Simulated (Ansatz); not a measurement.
# C₂HCl₃Ge: how energies converge with the basis set

Aim: see how fast density functionals converge with the basis set for C₂HCl₃Ge.

Computed with Ansatz 0.2.0, Gaussian basis. Level: one geometry, several basis sets.

Levels to be run: PBE0-D4/def2-SVP; ωB97M-V/def2-SVP; PBE0-D4/def2-QZVPP; ωB97M-V/def2-QZVPP; the functionals' def2-TZVPP values are taken from earlier runs.

1 further run of the same task is left out (it didn't finish).

**1. Structure used throughout**

All runs share one geometry, relaxed beforehand with PBE0-D4 in a triple-zeta def2 set.

SMILES `C#[C][Ge]([Cl])([Cl])[Cl]`, 7 atoms, charge 0, spin multiplicity 1.

Atoms are counted from 1 here; the program's logs count them from 0.

Bond lengths: C1–C2 1.203 Å, C1–H7 1.067 Å, C2–Ge3 1.874 Å, Ge3–Cl4 2.122 Å, Ge3–Cl5 2.122 Å, Ge3–Cl6 2.122 Å. Angles: C2–C1–H7 180.0°, C1–C2–Ge3 179.9°, C2–Ge3–Cl4 110.3°, C2–Ge3–Cl5 110.2°, C2–Ge3–Cl6 110.3°, Cl4–Ge3–Cl5 108.7°, Cl4–Ge3–Cl6 108.7°, Cl5–Ge3–Cl6 108.7°.

**2. PBE0-D4 in def2-SVP**

Contents of in.yaml:

```yaml
crystal:
  periodic: [false, false, false]
  atoms:
    - {symbol: C, position_ang: [1.327917, -1.491005, 0.658559]}
    - {symbol: C, position_ang: [0.568985, -0.639314, 0.277002]}
    - {symbol: Ge, position_ang: [-0.612260, 0.687234, -0.319210]}
    - {symbol: Cl, position_ang: [-2.349347, -0.198241, -1.156339]}
    - {symbol: Cl, position_ang: [0.320371, 1.887318, -1.799863]}
    - {symbol: Cl, position_ang: [-1.195171, 1.932103, 1.297275]}
    - {symbol: H, position_ang: [2.000806, -2.246195, 0.996977]}
basis:
  gaussian: {orbitals: def2-SVP}
hamiltonian: {xc: pbe0, dispersion: d4}
output: {orbitals: {seedname: orbitals}}
```

The run is started by

```bash
> ansatz run in.yaml --threads 2 --pin off --events-out ev --progress --plain --max-ram 32768MiB --backend cpu
```

After this run come: ωB97M-V in def2-SVP; PBE0-D4 in def2-QZVPP; ωB97M-V in def2-QZVPP.

**Question.** What will the summary of the whole plan be? Wanted: PBE0-D4: double and triple zeta above quadruple; ωB97M-V: double and triple zeta above quadruple.

The runs gave:

```
                                       quantity           value
PBE0-D4: double and triple zeta above quadruple  24.89, 2.41 eV
ωB97M-V: double and triple zeta above quadruple  24.67, 2.31 eV
```

**Reading.** PBE0-D4 gains 22.48 eV from double to triple zeta, then 2.41 eV more. These are total energies; as a rule much of such shifts cancels in differences, which this series doesn't test. The LUMO of ωB97M-V is positive and keeps falling with the basis (1.16 to 0.61 eV): an unbound level that the basis holds in place.
